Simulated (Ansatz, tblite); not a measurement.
# B2(Br)4: removing and adding an electron

Aim: the energy of removing and adding an electron for B2(Br)4, by energy differences, and how well orbital energies stand in for it.

Method: as each input shows; program: Ansatz 0.2.0, Gaussian basis.

The runs, in order: charge +1 doublet, at the geometry of the singlet (PBE0-D4/def2-TZVP, PBE-D4/def2-TZVP, r2SCAN0-D4/def2-TZVP); charge -1 doublet, at the geometry of the singlet (PBE0-D4/def2-TZVPD, PBE-D4/def2-TZVPD, r2SCAN0-D4/def2-TZVPD); the starting singlet's energies come from earlier runs.

2 further runs of the same task are left out: 2 set aside as unsound or not needed.

## (1) The structure

The singlet was relaxed beforehand with PBE-D4/def2-SVP.

6 atoms, charge 0, spin multiplicity 1.

Atoms are counted from 1 here; the program's logs count them from 0.

Bond lengths: B1–Br2 1.914 Å, B1–Br3 1.914 Å, B1–B4 1.685 Å, B4–Br5 1.914 Å, B4–Br6 1.914 Å. Angles: Br2–B1–Br3 120.5°, Br2–B1–B4 119.8°, Br3–B1–B4 119.7°, B1–B4–Br5 119.7°, B1–B4–Br6 119.7°, Br5–B4–Br6 120.5°.

## (2) Charge +1 doublet at the fixed geometry, PBE0-D4/def2-TZVP

Contents of in.yaml:

```yaml
crystal:
  periodic: [false, false, false]
  atoms:
    - {symbol: B, position_ang: [0.459645, -0.476877, 0.520526]}
    - {symbol: Br, position_ang: [0.703596, 0.065919, 2.340147]}
    - {symbol: Br, position_ang: [1.252420, -2.095287, -0.125582]}
    - {symbol: B, position_ang: [-0.459708, 0.476980, -0.520375]}
    - {symbol: Br, position_ang: [-2.341691, 0.164979, -0.681546]}
    - {symbol: Br, position_ang: [0.385747, 1.864296, -1.533170]}
basis:
  gaussian: {orbitals: def2-TZVP}
total_charge: 1
magnetization: {spin_polarized: true, initial_magnetization: 1}
hamiltonian: {xc: pbe0, dispersion: d4}
scf: {omitted_lower_state_checks: [starts]}
output: {orbitals: {seedname: orbitals}}
```

Launch:

```console
$ ansatz run in.yaml --threads 4 --pin off --events-out ev --progress --plain --max-ram 8704MiB
```

The log of the run:

```text
Functional definition: PBE0
  name "PBE0"
  cite "Adamo & Barone, J. Chem. Phys. 110, 6158 (1999) doi:10.1063/1.478522"
  cite "Perdew, Burke & Ernzerhof, Phys. Rev. Lett. 77, 3865 (1996) doi:10.1103/PhysRevLett.77.3865"
  parent pbe
  parameter a = 0.25
  parameter kappa = 0.804
  parameter beta = 0.06672455060314922
  exchange = (1 - a)*pbe_x(kappa = kappa, mu = beta*pi^2/3) + a*exact_x
  correlation = pbe_c(beta = beta)
these checks for a lower state are left out or cut short: starts
1714 factors; integrals over basis functions are off by at most 6.2e-4 eV
mean field evaluation 1: about -281492.3419 eV, gradient 3.0e1 eV
mean field evaluation 2: about -281477.1057 eV, gradient 5.7e1 eV
mean field evaluation 4: about -281497.4298 eV, gradient 7.0e0 eV
mean field evaluation 8: about -281497.8487 eV, gradient 6.2e-1 eV
mean field evaluation 16: about -281497.8532 eV, gradient 2.1e-2 eV
mean field evaluation 32: about -281497.8532 eV, gradient 8.2e-5 eV
mean field -281497.85322628 eV, -10344.8552999679 hartree, gradient 2.8e-5 eV, S^2 0.755338; 0 other end points of the search recorded, 0 dependent functions left out
reference -281497.85325677 eV, -10344.8553010883 hartree; 75, 74 occupied and 179, 180 virtual orbitals, 1714 factors
Total energy: -281498.12318735 eV, -10344.8652208541 hartree
Checks for a lower state left out: starts
```

Run time: 12 s. Hardware: 4 threads of Intel Xeon 6975P-C, shared host; peak memory 1.4 GiB.

HOMO -13.27 eV, LUMO -11.52 eV (over both spins); ⟨S²⟩ 0.755 (pure: 0.75).

## (3) Charge +1 doublet at the fixed geometry, PBE-D4/def2-TZVP

start.molden holds the orbitals of an earlier run on this state, given as this run's starting guess.

Edit in.yaml of step 2 so:

```diff
@@ -10,6 +10,6 @@
 basis:
-  gaussian: {orbitals: def2-TZVP}
+  gaussian: {orbitals: def2-TZVP, initial_orbitals: start.molden}
 total_charge: 1
 magnetization: {spin_polarized: true, initial_magnetization: 1}
-hamiltonian: {xc: pbe0, dispersion: d4}
+hamiltonian: {xc: pbe, dispersion: d4}
 scf: {omitted_lower_state_checks: [starts]}
```

Launched as before.

The log of the run:

```text
Functional definition: PBE
  name "PBE"
  cite "Perdew, Burke & Ernzerhof, Phys. Rev. Lett. 77, 3865 (1996) doi:10.1103/PhysRevLett.77.3865"
  parent pbe
  parameter kappa = 0.804
  parameter beta = 0.06672455060314922
  exchange = pbe_x(kappa = kappa, mu = beta*pi^2/3)
  correlation = pbe_c(beta = beta)
these checks for a lower state are left out or cut short: starts
1842 factors; their error is unknown
mean field evaluation 1: about -281488.3524 eV, gradient 1.2e1 eV
mean field evaluation 2: about -281488.5276 eV, gradient 2.5e-1 eV
mean field evaluation 4: about -281488.4402 eV, gradient 1.1e-1 eV
mean field evaluation 8: about -281488.4403 eV, gradient 1.6e-5 eV
mean field -281488.44026944 eV, -10344.5093801842 hartree, gradient 1.6e-5 eV, S^2 0.751413; 0 other end points of the search recorded, 0 dependent functions left out
reference -281488.44030986 eV, -10344.5093816696 hartree; 75, 74 occupied and 179, 180 virtual orbitals, 1842 factors
Total energy: -281488.74772668 eV, -10344.5206790293 hartree
Checks for a lower state left out: starts
```

Wall time 3.6 s (4 threads of Intel Xeon 6975P-C, shared host); peak memory 0.55 GiB.

Report: HOMO -12.12 eV, LUMO -11.75 eV (over both spins); ⟨S²⟩ 0.751 (pure: 0.75).

## (4) Charge +1 doublet at the fixed geometry, r2SCAN0-D4/def2-TZVP

Edit in.yaml of step 3 so:

```diff
@@ -13,3 +13,3 @@
 magnetization: {spin_polarized: true, initial_magnetization: 1}
-hamiltonian: {xc: pbe, dispersion: d4}
+hamiltonian: {xc: {name: r2SCAN0}, dispersion: d4}
 scf: {omitted_lower_state_checks: [starts]}
```

The command is unchanged.

The log of the run (excerpt; [...] marks lines left out):

```text
Functional definition: r2SCAN0
  name "r2SCAN0"
  cite "Bursch, Neugebauer, Ehlert & Grimme, J. Chem. Phys. 156, 134105 (2022) doi:10.1063/5.0086040"
  cite "Furness, Kaplan, Ning, Perdew & Sun, J. Phys. Chem. Lett. 11, 8208 (2020) doi:10.1021/acs.jpclett.0c02405"
  cite "Furness, Kaplan, Ning, Perdew & Sun, J. Phys. Chem. Lett. 11, 9248 (2020) doi:10.1021/acs.jpclett.0c03077"
  parent r2scan
[...]
1714 factors; integrals over basis functions are off by at most 6.2e-4 eV
[...]
mean field -281529.30971321 eV, -10346.0113045405 hartree, gradient 2.3e-5 eV, S^2 0.757748; 0 other end points of the search recorded, 0 dependent functions left out
reference -281529.30972438 eV, -10346.0113049511 hartree; 75, 74 occupied and 179, 180 virtual orbitals, 1714 factors
Total energy: -281529.39939934 eV, -10346.0146004450 hartree
Checks for a lower state left out: starts
```

Run time: 13 s. Hardware: 4 threads of Intel Xeon 6975P-C, shared host; peak memory 1.4 GiB.

From the report: HOMO -13.49 eV, LUMO -11.61 eV (over both spins); ⟨S²⟩ 0.758 (pure: 0.75).

## (5) Vertical ionisation energy

Charged state less starting state, singlet to doublet; the starting state's energies are those of its earlier runs.

| level | vertical ionisation energy (eV) | time |
| --- | --- | --- |
| PBE-D4/def2-TZVP | +9.31 | 5.3 s |
| PBE0-D4/def2-TZVP | +9.82 | 19 s |
| r2SCAN0-D4/def2-TZVP | +9.97 | 19 s |

Times add the two runs; a level without a time comes out of a correlated run.

Beside −ε(HOMO) of the starting state:

| level | −ε(HOMO) (eV) | by difference (eV) | mismatch (eV) |
| --- | --- | --- | --- |
| PBE-D4/def2-TZVP | 6.86 | 9.31 | -2.45 |
| PBE0-D4/def2-TZVP | 8.12 | 9.82 | -1.70 |
| r2SCAN0-D4/def2-TZVP | 8.33 | 9.97 | -1.64 |

## (6) Charge -1 doublet at the fixed geometry, PBE0-D4/def2-TZVPD

Edit in.yaml of step 4 so:

```diff
@@ -10,6 +10,6 @@
 basis:
-  gaussian: {orbitals: def2-TZVP, initial_orbitals: start.molden}
-total_charge: 1
+  gaussian: {orbitals: def2-TZVPD}
+total_charge: -1
 magnetization: {spin_polarized: true, initial_magnetization: 1}
-hamiltonian: {xc: {name: r2SCAN0}, dispersion: d4}
+hamiltonian: {xc: pbe0, dispersion: d4}
 scf: {omitted_lower_state_checks: [starts]}
```

The command is unchanged.

The log of the run (excerpt; [...] marks lines left out):

```text
Functional definition: PBE0
  name "PBE0"
  cite "Adamo & Barone, J. Chem. Phys. 110, 6158 (1999) doi:10.1063/1.478522"
  cite "Perdew, Burke & Ernzerhof, Phys. Rev. Lett. 77, 3865 (1996) doi:10.1103/PhysRevLett.77.3865"
  parent pbe
[...]
2218 factors; their error is unknown
[...]
mean field -281508.64485595 eV, -10345.2518850434 hartree, gradient 7.5e-6 eV, S^2 0.755872; 0 other end points of the search recorded, 0 dependent functions left out
reference -281508.64490941 eV, -10345.2518870080 hartree; 76, 75 occupied and 226, 227 virtual orbitals, 2218 factors
Total energy: -281508.93159262 eV, -10345.2624224216 hartree
Checks for a lower state left out: starts
```

Wall time 37 s (4 threads of Intel Xeon 6975P-C, shared host); peak memory 3.8 GiB.

Report: HOMO 0.57 eV, LUMO 2.11 eV (over both spins); ⟨S²⟩ 0.756 (pure: 0.75). Doubts: highest occupied level lies above zero.

## (7) Charge -1 doublet at the fixed geometry, PBE-D4/def2-TZVPD

Edit in.yaml of step 6 so:

```diff
@@ -10,6 +10,6 @@
 basis:
-  gaussian: {orbitals: def2-TZVPD}
+  gaussian: {orbitals: def2-TZVPD, initial_orbitals: start.molden}
 total_charge: -1
 magnetization: {spin_polarized: true, initial_magnetization: 1}
-hamiltonian: {xc: pbe0, dispersion: d4}
+hamiltonian: {xc: pbe, dispersion: d4}
 scf: {omitted_lower_state_checks: [starts]}
```

The command is unchanged.

The log of the run:

```text
Functional definition: PBE
  name "PBE"
  cite "Perdew, Burke & Ernzerhof, Phys. Rev. Lett. 77, 3865 (1996) doi:10.1103/PhysRevLett.77.3865"
  parent pbe
  parameter kappa = 0.804
  parameter beta = 0.06672455060314922
  exchange = pbe_x(kappa = kappa, mu = beta*pi^2/3)
  correlation = pbe_c(beta = beta)
these checks for a lower state are left out or cut short: starts
2010 factors; their error is unknown
mean field evaluation 1: about -281498.5847 eV, gradient 1.2e1 eV
mean field evaluation 2: about -281498.7458 eV, gradient 2.3e-1 eV
mean field evaluation 4: about -281498.7348 eV, gradient 3.1e-3 eV
mean field -281498.73481347 eV, -10344.8876976996 hartree, gradient 2.4e-5 eV, S^2 0.754979; 0 other end points of the search recorded, 0 dependent functions left out
reference -281498.73487847 eV, -10344.8877000880 hartree; 76, 75 occupied and 226, 227 virtual orbitals, 2010 factors
Total energy: -281499.06122065 eV, -10344.8996929420 hartree
Checks for a lower state left out: starts
```

It took 6 s on 4 threads of Intel Xeon 6975P-C, shared host; peak memory 0.8 GiB.

HOMO 1.33 eV, LUMO 1.41 eV (over both spins); ⟨S²⟩ 0.755 (pure: 0.75). Doubts: highest occupied level lies above zero.

## (8) Charge -1 doublet at the fixed geometry, r2SCAN0-D4/def2-TZVPD

Edit in.yaml of step 7 so:

```diff
@@ -13,3 +13,3 @@
 magnetization: {spin_polarized: true, initial_magnetization: 1}
-hamiltonian: {xc: pbe, dispersion: d4}
+hamiltonian: {xc: {name: r2SCAN0}, dispersion: d4}
 scf: {omitted_lower_state_checks: [starts]}
```

Same command.

The log of the run (excerpt; [...] marks lines left out):

```text
Functional definition: r2SCAN0
  name "r2SCAN0"
  cite "Bursch, Neugebauer, Ehlert & Grimme, J. Chem. Phys. 156, 134105 (2022) doi:10.1063/5.0086040"
  cite "Furness, Kaplan, Ning, Perdew & Sun, J. Phys. Chem. Lett. 11, 8208 (2020) doi:10.1021/acs.jpclett.0c02405"
  cite "Furness, Kaplan, Ning, Perdew & Sun, J. Phys. Chem. Lett. 11, 9248 (2020) doi:10.1021/acs.jpclett.0c03077"
  parent r2scan
[...]
2218 factors; their error is unknown
[...]
mean field -281540.27844612 eV, -10346.4143980400 hartree, gradient 6.3e-6 eV, S^2 0.760492; 0 other end points of the search recorded, 0 dependent functions left out
reference -281540.27848980 eV, -10346.4143996454 hartree; 76, 75 occupied and 226, 227 virtual orbitals, 2218 factors
Total energy: -281540.37382640 eV, -10346.4179032006 hartree
Checks for a lower state left out: starts
```

It took 54 s on 4 threads of Intel Xeon 6975P-C, shared host; peak memory 3.8 GiB.

From the report: HOMO 0.44 eV, LUMO 2.06 eV (over both spins); ⟨S²⟩ 0.760 (pure: 0.75). Doubts: highest occupied level lies above zero.

## (9) Vertical electron affinity

Starting state less charged state (positive: the electron is bound), singlet to doublet; the starting state's energies are those of its earlier runs.

| level | vertical electron affinity (eV) | time |
| --- | --- | --- |
| PBE-D4/def2-TZVPD | +0.94 | 9 s |
| PBE0-D4/def2-TZVPD | +0.94 | 44 s |
| r2SCAN0-D4/def2-TZVPD | +0.96 | 63 s |

Times add the two runs; a level without a time comes out of a correlated run.

Beside −ε(LUMO) of the starting state:

| level | −ε(LUMO) (eV) | by difference (eV) | mismatch (eV) |
| --- | --- | --- | --- |
| PBE-D4/def2-TZVPD | 3.21 | 0.94 | +2.27 |
| PBE0-D4/def2-TZVPD | 2.41 | 0.94 | +1.47 |
| r2SCAN0-D4/def2-TZVPD | 2.28 | 0.96 | +1.32 |

## (10) Summary of results

| quantity | value |
| --- | --- |
| vertical ionisation energy, functionals in def2-TZVP | 9.31 (PBE-D4) to 9.97 eV (r2SCAN0-D4) |
| vertical electron affinity, functionals in def2-TZVPD | 0.94 (PBE0-D4) to 0.96 eV (r2SCAN0-D4) |

In words: The vertical ionisation energy spans 9.31 to 9.97 eV over the functionals. −ε(HOMO) misses the level's own difference by -1.64 eV at best (r2SCAN0-D4) and -2.45 eV at worst (PBE-D4). The vertical electron affinity spans 0.94 to 0.96 eV over the functionals. The anion's highest level lies above zero where self-interaction lifts it, so diffuse functions weigh on these values. −ε(LUMO) misses the level's own difference by +1.32 eV at best (r2SCAN0-D4) and +2.27 eV at worst (PBE-D4).
